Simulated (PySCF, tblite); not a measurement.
# C₄H₅ClO₂Si: geometry, infrared bands and NMR shifts

What infrared bands and NMR shifts should C₄H₅ClO₂Si (`[SiH3]Oc1ccc(Cl)o1`) show?

Computed with tblite 0.8.0 and PySCF 2.14.0, with density-fitted response routines of our own, on a single molecule in the gas phase. Atoms are numbered from 0 throughout.

### Step 1. The molecule as given

13 atoms, charge 0, multiplicity 1; geometry from: force field or distance geometry start.

Bonds of the start (Å): Si0–O1 1.76, O1–C2 1.37, C2–C3 1.40, C3–C4 1.39, C4–C5 1.36, C5–Cl6 1.75, C5–O7 1.34, O7–C2 1.33, Si0–H8 1.47, Si0–H9 1.47, Si0–H10 1.49, C3–H11 1.09, C4–H12 1.08.

### Step 2. Geometry optimisation with GFN2-xTB

What the job is given:

```
{"job": {"kind": "relax", "xc": "GFN2-xTB", "basis": "xTB"}, "charge": 0, "multiplicity": 1}
Si     2.631700     0.343400    -0.044100
O      1.287800    -0.778500    -0.259300
C     -0.009200    -0.382900    -0.088800
C     -1.111000    -1.226300    -0.252800
C     -2.252900    -0.465900    -0.000500
C     -1.815200     0.797000     0.268800
Cl    -2.852100     2.156400     0.638700
O     -0.479300     0.822700     0.218600
H      2.410100     1.472500    -0.950900
H      3.843100    -0.422900    -0.354300
H      2.665700     0.851900     1.351700
H     -1.068600    -2.290500    -0.495200
H     -3.254600    -0.876400    -0.049500
```

On the command line:

```console
OMP_NUM_THREADS=1 python probes_run.py task.json out
```

One launch serves the whole session: the jobs run in the order shown.

**Question.** This job is followed by: GFN2-xTB harmonic vibrations, gas phase; GIAO PBE0/pcSseg-1 NMR shielding, non-relativistic, gas phase. What will the session give for the following? strongest single infrared mode (GFN2-xTB); zero-point energy (GFN2-xTB); 13C shifts against TMS (PBE0/pcSseg-1); 1H shifts against TMS (PBE0/pcSseg-1, means over atoms taken as alike); 29Si shifts against TMS (PBE0/pcSseg-1); 17O shifts against H2O (PBE0/pcSseg-1); 35Cl shifts against HCl (PBE0/pcSseg-1); surface potential, 1st and 99th percentile.

**Answer**, as computed:

| quantity | value |
| --- | --- |
| strongest single infrared mode (GFN2-xTB) | 812 cm⁻¹, 400 km/mol |
| zero-point energy (GFN2-xTB) | 48.7 kcal/mol |
| 13C shifts against TMS (PBE0/pcSseg-1) | 161.6, 134.0, 116.7, 92.7 ppm |
| 1H shifts against TMS (PBE0/pcSseg-1, means over atoms taken as alike) | 6.38, 5.60, 5.04 ppm |
| 29Si shifts against TMS (PBE0/pcSseg-1) | -35.9 ppm |
| 17O shifts against H2O (PBE0/pcSseg-1) | 292.7, 88.8 ppm |
| 35Cl shifts against HCl (PBE0/pcSseg-1) | 196 ppm |
| surface potential, 1st and 99th percentile | -0.69 V and 1.73 V |

Over 45 steps the energy fell by 0.523 eV; of the close pairs, Si0–O1 changed most, 1.764 to 1.650 Å. All 33 modes are real, so the xTB geometry is a minimum. Unscaled tight-binding wavenumbers are off by several per cent, some by more. Its intensities can rank the bands wrongly. At PBE0/pcSseg-1: The widest tensor belongs to Cl6: span 481 ppm, with a paramagnetic part of -391 ppm. NICS(1)zz of -20 ppm above the planar ring from C2 marks a diatropic (aromatic) ring current.
